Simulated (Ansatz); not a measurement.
# CH₄Cl₂HfOS: from a rough start to a minimum

The task is to find a stationary geometry of CH₄Cl₂HfOS, check the end point by its vibrations and derive ideal-gas thermochemistry.

The runs use Ansatz 0.2.0, Gaussian basis; RKS PBE0-D4/def2-TZVP.

Levels to be run: relaxation at PBE0-D4/def2-TZVP; harmonic vibrations at the same level.

1 further run of the same task is left out (set aside as unsound or not needed).

## Step 1: The system as given

10 atoms, charge 0, spin multiplicity 1.

Atoms are counted from 1 here; the program's logs count them from 0.

Bond lengths: C1–O2 1.405 Å, C1–H7 1.102 Å, C1–H8 1.095 Å, C1–H9 1.105 Å, O2–Hf3 1.842 Å, Hf3–S4 2.439 Å, Hf3–Cl5 2.271 Å, Hf3–Cl6 2.270 Å, S4–H10 1.331 Å. Angles: O2–C1–H7 110.1°, O2–C1–H8 108.9°, O2–C1–H9 110.3°, H7–C1–H8 108.6°, H7–C1–H9 110.2°, H8–C1–H9 108.6°, C1–O2–Hf3 114.8°, O2–Hf3–S4 100.8°, O2–Hf3–Cl5 103.3°, O2–Hf3–Cl6 104.8°, S4–Hf3–Cl5 121.9°, S4–Hf3–Cl6 121.2°, Cl5–Hf3–Cl6 102.1°, Hf3–S4–H10 92.1°.

Coordinates:

```xyz
10
charge 0, multiplicity 1
C    -1.5464    0.1905   -0.2872
O    -0.4493   -0.6572   -0.0618
Hf    1.1404    0.2089    0.2794
S     2.6858   -1.6772    0.3435
Cl    1.2366    1.7850   -1.3523
Cl    0.7329    1.4607    2.1285
H    -1.4563    0.6725   -1.2739
H    -2.4642   -0.4056   -0.2728
H    -1.6100    0.9560    0.5072
H     1.7305   -2.5336   -0.0106
```

The start is a GFN2-xTB geometry. Hf takes the def2 core potential; no spin-orbit term is included.

## Step 2: Optimising with PBE0-D4/def2-TZVP

Contents of in.yaml:

```yaml
crystal:
  periodic: [false, false, false]
  atoms:
    - {symbol: C, position_ang: [-1.546420, 0.190550, -0.287180]}
    - {symbol: O, position_ang: [-0.449330, -0.657190, -0.061770]}
    - {symbol: Hf, position_ang: [1.140430, 0.208940, 0.279390]}
    - {symbol: S, position_ang: [2.685850, -1.677230, 0.343530]}
    - {symbol: Cl, position_ang: [1.236560, 1.784960, -1.352340]}
    - {symbol: Cl, position_ang: [0.732930, 1.460710, 2.128500]}
    - {symbol: H, position_ang: [-1.456310, 0.672530, -1.273910]}
    - {symbol: H, position_ang: [-2.464230, -0.405640, -0.272830]}
    - {symbol: H, position_ang: [-1.610010, 0.955970, 0.507250]}
    - {symbol: H, position_ang: [1.730520, -2.533610, -0.010640]}
basis:
  gaussian: {orbitals: def2-TZVP}
hamiltonian: {xc: pbe0, dispersion: d4}
relax: {f_tol: 0.005, max_steps: 150}
```

After this run come: Force constants and modes.

**Question.** What will the summary of the whole plan be? Wanted: point group; shift from the start; total energy; dispersion term; dipole moment; lowest, highest wavenumber; zero-point energy.

As calculated:

| quantity | value |
| --- | --- |
| point group | Cs |
| steps | 30 |
| shift from the start (rms) | 0.684 Å |
| total energy | -40331.1341 eV |
| dispersion term | -240 meV |
| dipole moment | 3.90 D |
| lowest, highest wavenumber | 45, 3118 cm⁻¹ |
| zero-point energy | 138.0 kJ/mol |
| entropy at 298.15 K | 464.1 J/(mol K) |

In words: The atoms moved 0.68 Å (rms) from the start; the bond that changed most is Hf3–Cl6, from 2.270 to 2.346 Å. No mode is imaginary: a true minimum at this level. The stiffest mode, 3118 cm⁻¹, is a C–H stretch, and 9 modes under 200 cm⁻¹ make the vibrational entropy uncertain. Harmonic hybrid wavenumbers usually lie a few per cent above measured fundamentals. The largest Mulliken charge, +1.24 e, sits on Hf3.
